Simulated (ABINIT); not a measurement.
# NbRu3C (Pm-3m) in ABINIT: equation of state

How stiff is NbRu3C in PBEsol, and what volume does it want? The cell is scaled to several volumes.

Everything below comes from runs of ABINIT 10.8.3 (patched build). Logs are shortened: lines on timing, memory, paths and dates and some standing lists are left out, and cuts for length are marked. The log counts tension as positive stress, the text compression.

## 1. The structure

It takes space group Pm-3m (No. 221, cubic). The conventional cell has a = 4.065 Å, b = 4.065 Å, c = 4.065 Å, α = 90.00°, β = 90.00°, γ = 90.00°. Ru (site symmetry 4/mmm) has 2 C at 2.03 Å as nearest neighbours. Nb (site symmetry m-3m) has 12 Ru at 2.87 Å as nearest neighbours. C (site symmetry m-3m) is surrounded by 6 Ru at 2.03 Å.

The cell comes from a database or a generator and needn't be the stable form of this composition.

## 2. Equation of state, PBEsol

The input, run.abi:

```
# Datasets: one volume each
ndtset 7
scalecart1 3*0.9795861087
scalecart2 3*0.9864848297
scalecart3 3*0.9932883884
scalecart4 3*1.0000000000
scalecart5 3*1.0066227096
scalecart6 3*1.0131594038
scalecart7 3*1.0196128224

# Pseudopotentials
pp_dirpath "./"
pseudos "Ru.upf, Nb.upf, C.upf"

# Structure
acell 4.065138 4.065138 4.065138 Angstrom
rprim
     1.0000000000     0.0000000000     0.0000000000
     0.0000000000     1.0000000000     0.0000000000
     0.0000000000     0.0000000000     1.0000000000
ntypat 3
znucl 44 41 6
natom 5
typat 1 1 1 2 3
xred
     0.5000000000     0.5000000000     0.0000000000
     0.5000000000     0.0000000000     0.5000000000
     0.0000000000     0.5000000000     0.5000000000
     0.0000000000     0.0000000000     0.0000000000
     0.5000000000     0.5000000000     0.5000000000

# Plane-wave basis
ecut 42.0

# k points
kptopt 1
ngkpt 7 7 7
nshiftk 1
shiftk 0.0 0.0 0.0

# Exchange and correlation
ixc -116133

# Bands and occupations
nband 39
occopt 3
tsmear 0.00183747

# SCF cycle
nstep 100
tolvrs 1.0e-10

# Output
iomode 3
prtwf 0
prtden 0
prteig 0
prtebands 0
enunit 1
```

Potentials or basis: PseudoDojo NC SR PBEsol v0.4.1 standard.

Command:

```
$ mpirun --bind-to none -np 4 abinit run.abi > log 2>&1
```

run.abo:

```text
.Version 10.8.3 of ABINIT
 DATASET    1 : space group Pm -3 m (#221); Bravais cP (primitive cubic)
================================================================================
 Values of the parameters that define the memory need for DATASET  1.
     intxc =       0    ionmov =       0      iscf =       7    lmnmax =       6
     lnmax =       6     mgfft =      45  mpssoang =       3    mqgrid =    3001
     natom =       5  nloc_mem =       1    nspden =       1   nspinor =       1
    nsppol =       1      nsym =      48    n1xccc =    2501    ntypat =       3
    occopt =       3   xclevel =       2
       mpw =        5566          nfft =       91125          nkpt =          20
================================================================================
================================================================================
[... 61 lines left out ...]
 DATASET    7 : space group Pm -3 m (#221); Bravais cP (primitive cubic)
================================================================================
 Values of the parameters that define the memory need for DATASET  7.
     intxc =       0    ionmov =       0      iscf =       7    lmnmax =       6
     lnmax =       6     mgfft =      48  mpssoang =       3    mqgrid =    3001
     natom =       5  nloc_mem =       1    nspden =       1   nspinor =       1
    nsppol =       1      nsym =      48    n1xccc =    2501    ntypat =       3
    occopt =       3   xclevel =       2
       mpw =        6282          nfft =      110592          nkpt =          20
================================================================================
================================================================================

--------------------------------------------------------------------------------
------------- Echo of variables that govern the present computation ------------
--------------------------------------------------------------------------------
 -outvars: echo values of preprocessed input variables --------
            acell      7.6819974840E+00  7.6819974840E+00  7.6819974840E+00 Bohr
              amu      1.01070000E+02  9.29063800E+01  1.20110000E+01
             ecut      4.20000000E+01 Hartree
           enunit           1
              ixc     -116133
           jdtset        1    2    3    4    5    6    7
         kptrlatt        7    0    0      0    7    0      0    0    7
          kptrlen1     5.26762462E+01
          kptrlen2     5.30472179E+01
          kptrlen3     5.34130723E+01
          kptrlen4     5.37739824E+01
          kptrlen5     5.41301119E+01
          kptrlen6     5.44816159E+01
          kptrlen7     5.48286420E+01
            natom           5
            nband          39
           ndtset           7
            ngfft1         45      45      45
            ngfft2         48      48      48
            ngfft3         48      48      48
            ngfft4         48      48      48
            ngfft5         48      48      48
            ngfft6         48      48      48
            ngfft7         48      48      48
             nkpt          20
            nstep         100
             nsym          48
           ntypat           3
           occopt           3
           prtden           0
        prtebands           0
           prteig           0
            prtwf           0
            rprim1     9.7958610870E-01  0.0000000000E+00  0.0000000000E+00
                       0.0000000000E+00  9.7958610870E-01  0.0000000000E+00
                       0.0000000000E+00  0.0000000000E+00  9.7958610870E-01
            rprim2     9.8648482970E-01  0.0000000000E+00  0.0000000000E+00
                       0.0000000000E+00  9.8648482970E-01  0.0000000000E+00
                       0.0000000000E+00  0.0000000000E+00  9.8648482970E-01
            rprim3     9.9328838840E-01  0.0000000000E+00  0.0000000000E+00
                       0.0000000000E+00  9.9328838840E-01  0.0000000000E+00
                       0.0000000000E+00  0.0000000000E+00  9.9328838840E-01
            rprim4     1.0000000000E+00  0.0000000000E+00  0.0000000000E+00
                       0.0000000000E+00  1.0000000000E+00  0.0000000000E+00
                       0.0000000000E+00  0.0000000000E+00  1.0000000000E+00
            rprim5     1.0066227096E+00  0.0000000000E+00  0.0000000000E+00
                       0.0000000000E+00  1.0066227096E+00  0.0000000000E+00
                       0.0000000000E+00  0.0000000000E+00  1.0066227096E+00
            rprim6     1.0131594038E+00  0.0000000000E+00  0.0000000000E+00
                       0.0000000000E+00  1.0131594038E+00  0.0000000000E+00
                       0.0000000000E+00  0.0000000000E+00  1.0131594038E+00
            rprim7     1.0196128224E+00  0.0000000000E+00  0.0000000000E+00
                       0.0000000000E+00  1.0196128224E+00  0.0000000000E+00
                       0.0000000000E+00  0.0000000000E+00  1.0196128224E+00
          spgroup         221
           tolvrs      1.00000000E-10
           tsmear      1.83747000E-03 Hartree
            typat      1  1  1  2  3
           xangst1     1.9910763574E+00  1.9910763574E+00  0.0000000000E+00
                       1.9910763574E+00  0.0000000000E+00  1.9910763574E+00
                       0.0000000000E+00  1.9910763574E+00  1.9910763574E+00
                       0.0000000000E+00  0.0000000000E+00  0.0000000000E+00
                       1.9910763574E+00  1.9910763574E+00  1.9910763574E+00
           xangst2     2.0050984838E+00  2.0050984838E+00  0.0000000000E+00
                       2.0050984838E+00  0.0000000000E+00  2.0050984838E+00
                       0.0000000000E+00  2.0050984838E+00  2.0050984838E+00
                       0.0000000000E+00  0.0000000000E+00  0.0000000000E+00
                       2.0050984838E+00  2.0050984838E+00  2.0050984838E+00
           xangst3     2.0189271863E+00  2.0189271863E+00  0.0000000000E+00
                       2.0189271863E+00  0.0000000000E+00  2.0189271863E+00
                       0.0000000000E+00  2.0189271863E+00  2.0189271863E+00
                       0.0000000000E+00  0.0000000000E+00  0.0000000000E+00
                       2.0189271863E+00  2.0189271863E+00  2.0189271863E+00
           xangst4     2.0325690000E+00  2.0325690000E+00  0.0000000000E+00
                       2.0325690000E+00  0.0000000000E+00  2.0325690000E+00
[... 38 lines left out ...]
            xcart5     3.8664365613E+00  3.8664365613E+00  0.0000000000E+00
                       3.8664365613E+00  0.0000000000E+00  3.8664365613E+00
                       0.0000000000E+00  3.8664365613E+00  3.8664365613E+00
                       0.0000000000E+00  0.0000000000E+00  0.0000000000E+00
                       3.8664365613E+00  3.8664365613E+00  3.8664365613E+00
            xcart6     3.8915439955E+00  3.8915439955E+00  0.0000000000E+00
                       3.8915439955E+00  0.0000000000E+00  3.8915439955E+00
                       0.0000000000E+00  3.8915439955E+00  3.8915439955E+00
                       0.0000000000E+00  0.0000000000E+00  0.0000000000E+00
                       3.8915439955E+00  3.8915439955E+00  3.8915439955E+00
            xcart7     3.9163315682E+00  3.9163315682E+00  0.0000000000E+00
                       3.9163315682E+00  0.0000000000E+00  3.9163315682E+00
                       0.0000000000E+00  3.9163315682E+00  3.9163315682E+00
                       0.0000000000E+00  0.0000000000E+00  0.0000000000E+00
                       3.9163315682E+00  3.9163315682E+00  3.9163315682E+00
             xred      5.0000000000E-01  5.0000000000E-01  0.0000000000E+00
                       5.0000000000E-01  0.0000000000E+00  5.0000000000E-01
                       0.0000000000E+00  5.0000000000E-01  5.0000000000E-01
                       0.0000000000E+00  0.0000000000E+00  0.0000000000E+00
                       5.0000000000E-01  5.0000000000E-01  5.0000000000E-01
            znucl       44.00000   41.00000    6.00000

================================================================================

 chkinp: Checking input parameters for consistency, jdtset=   1.

 chkinp: Checking input parameters for consistency, jdtset=   2.
[... 29 lines left out ...]
 getcut: wavevector=  0.0000  0.0000  0.0000  ngfft=  45  45  45
         ecut(hartree)=     42.000   => boxcut(ratio)=   2.00422

--- Pseudopotential description ------------------------------------------------
- pspini: atom type   1  psp file is ./Ru.upf
12 -116133 2 -1 1584                          pspcod,pspxc,lmax,lloc,mmax
     nproj     2     2     2

- pspini: atom type   2  psp file is ./Nb.upf
12 -116133 2 -1 1660                          pspcod,pspxc,lmax,lloc,mmax
     nproj     2     2     2

- pspini: atom type   3  psp file is ./C.upf
12 -116133 1 -1 1248                          pspcod,pspxc,lmax,lloc,mmax
     nproj     2     2     0

   5.24863912E+03                                ecore*ucvol(ha*bohr**3)
--------------------------------------------------------------------------------

================================================================================

--- !BeginCycle
iteration_state: {dtset: 1, }
solver: {iscf: 7, nstep: 100, nline: 4, wfoptalg: 0, }
tolerances: {tolvrs: 1.00E-10, }
...
[... 1208 lines left out ...]
-Cartesian components of stress tensor (GPa)         [Pressure= -2.4326E+01 GPa]
- sigma(1 1)=  2.43260197E+01  sigma(3 2)=  0.00000000E+00
- sigma(2 2)=  2.43260197E+01  sigma(3 1)=  0.00000000E+00
- sigma(3 3)=  2.43260197E+01  sigma(2 1)=  0.00000000E+00

== END DATASET(S) ==============================================================
================================================================================

 -outvars: echo values of variables after computation  --------
            acell      7.6819974840E+00  7.6819974840E+00  7.6819974840E+00 Bohr
           etotal1    -3.7133995417E+02
           etotal2    -3.7134106212E+02
           etotal3    -3.7134017726E+02
           etotal4    -3.7133751626E+02
           etotal5    -3.7133327480E+02
           etotal6    -3.7132762559E+02
           etotal7    -3.7132072436E+02
            fcart1    -0.0000000000E+00 -0.0000000000E+00 -0.0000000000E+00
                      -0.0000000000E+00 -0.0000000000E+00 -0.0000000000E+00
                      -0.0000000000E+00 -0.0000000000E+00 -0.0000000000E+00
                      -0.0000000000E+00 -0.0000000000E+00 -0.0000000000E+00
                      -0.0000000000E+00 -0.0000000000E+00 -0.0000000000E+00
            fcart2    -0.0000000000E+00 -0.0000000000E+00 -0.0000000000E+00
                      -0.0000000000E+00 -0.0000000000E+00 -0.0000000000E+00
                      -0.0000000000E+00 -0.0000000000E+00 -0.0000000000E+00
                      -0.0000000000E+00 -0.0000000000E+00 -0.0000000000E+00
                      -0.0000000000E+00 -0.0000000000E+00 -0.0000000000E+00
[... 80 lines left out ...]
           xangst5     2.0460301142E+00  2.0460301142E+00  0.0000000000E+00
                       2.0460301142E+00  0.0000000000E+00  2.0460301142E+00
                       0.0000000000E+00  2.0460301142E+00  2.0460301142E+00
                       0.0000000000E+00  0.0000000000E+00  0.0000000000E+00
                       2.0460301142E+00  2.0460301142E+00  2.0460301142E+00
           xangst6     2.0593163962E+00  2.0593163962E+00  0.0000000000E+00
                       2.0593163962E+00  0.0000000000E+00  2.0593163962E+00
                       0.0000000000E+00  2.0593163962E+00  2.0593163962E+00
                       0.0000000000E+00  0.0000000000E+00  0.0000000000E+00
                       2.0593163962E+00  2.0593163962E+00  2.0593163962E+00
           xangst7     2.0724334148E+00  2.0724334148E+00  0.0000000000E+00
                       2.0724334148E+00  0.0000000000E+00  2.0724334148E+00
                       0.0000000000E+00  2.0724334148E+00  2.0724334148E+00
                       0.0000000000E+00  0.0000000000E+00  0.0000000000E+00
                       2.0724334148E+00  2.0724334148E+00  2.0724334148E+00
             xred      5.0000000000E-01  5.0000000000E-01  0.0000000000E+00
                       5.0000000000E-01  0.0000000000E+00  5.0000000000E-01
                       0.0000000000E+00  5.0000000000E-01  5.0000000000E-01
                       0.0000000000E+00  0.0000000000E+00  0.0000000000E+00
                       5.0000000000E-01  5.0000000000E-01  5.0000000000E-01
 Calculation completed.
```

Run time: 6.5 min. Hardware: 4 MPI ranks of Intel Xeon 6975P-C (Granite Rapids), shared host; peak memory 0.52 GiB.

Results:

```yaml
Equilibrium_volume: 12.91 Å³/atom
Bulk_modulus: 309 GPa
Pressure_derivative_of_the_bulk_modulus: 4.6
```

Energy against volume, from the lowest point:
| volume (Å³/atom) | energy (meV/atom) |
| --- | --- |
| 12.629 | 6.03 |
| 12.898 | 0.00 |
| 13.167 | 4.82 |
| 13.436 | 19.30 |
| 13.704 | 42.38 |
| 13.973 | 73.13 |
| 14.242 | 110.68 |

Caveat: pressures at fixed basis lie under the slope of the energies.
